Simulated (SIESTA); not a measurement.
The system is Mo3Ru3C2.

```xyz
8
Lattice="2.9093 0.0000 0.0000 -1.4546 2.5195 0.0000 0.0000 0.0000 13.8833" Properties=species:S:1:pos:R:3 pbc="T T T"
Ru    0.0000    1.6797    4.8034
Ru    0.0000    0.0000    6.9417
Ru    1.4546    0.8398    9.0799
Mo    0.0000    1.6797   11.2748
Mo    0.0000    0.0000    0.0000
Mo    1.4546    0.8398    2.6085
C     1.4546    0.8398   12.5113
C     0.0000    1.6797    1.3721
```

The cell comes from a database or a generator and needn't be the stable form of this composition.

| Property | Result |
| --- | --- |
| Program | SIESTA 5.4.2 |
| Task | single point |
| Functional | PBEsol |
| Potentials or basis | PseudoDojo 0.4 standard (PBEsol files) |
| Basis | DZP (energy shift 0.003 Ry; two zetas on semicore shells) |
| Grid cutoff | 800 Ry |
| Energy shift | 0.003 Ry |
| k mesh | 10 × 10 × 2 |
| Occupations | fermi-dirac, width 0.05 eV |
| Spin | no spin polarisation |

On this cell: pressure -7.4 GPa; largest force 0.208 eV/Å; band gap on the k mesh none (metal or under the smearing width).

The same run follows on a disturbed copy (atoms moved at random, drawn with an rms of 0.05 Å):

```
Ru Mo C
1.0
     2.90927    0.00000    0.00000
    -1.45463    2.51950    0.00000
     0.00000    0.00000   13.88332
Ru Mo C
3 3 2
Cartesian
  0.0118 1.6763 4.8188
  0.0181 0.0342 6.9062
  1.4410 0.8417 9.0602
  0.0340 1.6977 11.2590
  -0.0270 0.0043 0.0279
  1.4044 0.8401 2.6203
  1.4556 0.7834 12.5193
  0.0506 1.6509 1.3876
```

Problem. What does the disturbed cell give?

Solution. The energy (extrapolated to zero smearing) moves by +13.8 meV/atom; pressure -7.0 GPa; largest force 1.317 eV/Å; band gap on the k mesh none (metal or under the smearing width).

Forces on the atoms (eV/Å):
```
Ru  -0.062  0.026 -0.216
Ru  -0.064 -0.081  0.429
Ru   0.064  0.028  0.022
Mo  -0.192 -0.559 -0.037
Mo   0.393 -0.325 -0.508
Mo   0.937 -0.280  0.345
C    0.183  0.816  0.048
C   -1.261  0.373 -0.084
```

Stress tensor (GPa, compression positive):
```
-8.12 -1.05  0.43
-1.05 -7.66 -0.15
 0.43 -0.15 -5.27
```

Caveats: the basis of atomic orbitals isn't converged, which shifts pressures, moduli and gaps.
